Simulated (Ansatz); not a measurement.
**C2H5FSi: small, medium and large basis sets**

How large a basis does C2H5FSi need? Two functionals are run in growing sets.

Program: Ansatz 0.2.0, Gaussian basis. Level of theory: one geometry, several basis sets. These are calculated values, not measurements.

Levels to be run: PBE0-D4/def2-SVP; ωB97M-V/def2-SVP; PBE0-D4/def2-QZVPP; ωB97M-V/def2-QZVPP; the functionals' def2-TZVPP values are taken from earlier runs.

## (1) Structure used throughout

The geometry comes from an earlier relaxation with PBE0-D4 in a triple-zeta def2 set; it is a stationary point, not always the lowest conformer.

SMILES `F/C=C/[SiH3]`, 9 atoms, charge 0, spin multiplicity 1.

Atoms are counted from 1 here; the program's logs count them from 0.

Bond lengths: F1–C2 1.336 Å, C2–C3 1.322 Å, C2–H5 1.086 Å, C3–Si4 1.852 Å, C3–H6 1.087 Å, Si4–H7 1.487 Å, Si4–H8 1.487 Å, Si4–H9 1.487 Å. Angles: F1–C2–C3 122.8°, F1–C2–H5 111.4°, C3–C2–H5 125.9°, C2–C3–Si4 121.1°, C2–C3–H6 117.6°, Si4–C3–H6 121.3°, C3–Si4–H7 110.8°, C3–Si4–H8 110.8°, C3–Si4–H9 108.6°, H7–Si4–H8 107.9°, H7–Si4–H9 109.3°, H8–Si4–H9 109.3°.

As a file:

```mol
C2H5FSi
  3D, bonds by distance, orders not assigned

  9  8  0  0  0  0  0  0  0  0999 V2000
   -1.2599    2.3609    0.5064 F   0  0
   -0.5783    1.3550   -0.0480 C   0  0
   -0.3367    0.2199    0.5849 C   0  0
    0.6141   -1.1450   -0.2289 Si  0  0
   -0.2642    1.5996   -1.0581 H   0  0
   -0.7161    0.1181    1.5986 H   0  0
    1.8437   -1.4656    0.5428 H   0  0
   -0.2067   -2.3816   -0.3163 H   0  0
    0.9925   -0.7076   -1.5985 H   0  0
  1  2  8  0
  2  3  8  0
  3  4  8  0
  2  5  8  0
  3  6  8  0
  4  7  8  0
  4  8  8  0
  4  9  8  0
M  END
```

## (2) PBE0-D4 in def2-SVP

in.yaml

```yaml
crystal:
  periodic: [false, false, false]
  atoms:
    - {symbol: F, position_ang: [-1.259910, 2.360947, 0.506445]}
    - {symbol: C, position_ang: [-0.578298, 1.355015, -0.047994]}
    - {symbol: C, position_ang: [-0.336667, 0.219878, 0.584949]}
    - {symbol: Si, position_ang: [0.614064, -1.145010, -0.228863]}
    - {symbol: H, position_ang: [-0.264164, 1.599597, -1.058088]}
    - {symbol: H, position_ang: [-0.716107, 0.118066, 1.598614]}
    - {symbol: H, position_ang: [1.843722, -1.465586, 0.542810]}
    - {symbol: H, position_ang: [-0.206653, -2.381573, -0.316290]}
    - {symbol: H, position_ang: [0.992513, -0.707635, -1.598485]}
basis:
  gaussian: {orbitals: def2-SVP}
hamiltonian: {xc: pbe0, dispersion: d4}
output: {orbitals: {seedname: orbitals}}
```

Run with:

```console
$ ansatz run in.yaml --threads 2 --pin off --events-out ev --progress --plain --max-ram 4352MiB
```

Further steps of the session: ωB97M-V in def2-SVP; PBE0-D4 in def2-QZVPP; ωB97M-V in def2-QZVPP.

Before running them: what should the planned runs give, taken together? Wanted: PBE0-D4: double and triple zeta above quadruple; ωB97M-V: double and triple zeta above quadruple.

**Answer**, as computed:

| quantity | value |
| --- | --- |
| PBE0-D4: double and triple zeta above quadruple | 9.02, 0.53 eV |
| ωB97M-V: double and triple zeta above quadruple | 9.22, 0.50 eV |

**Reading.** For PBE0-D4 the step from double to triple zeta gains 8.49 eV and the next only 0.53 eV. These are total energies; as a rule much of such shifts cancels in differences, which this series doesn't test.
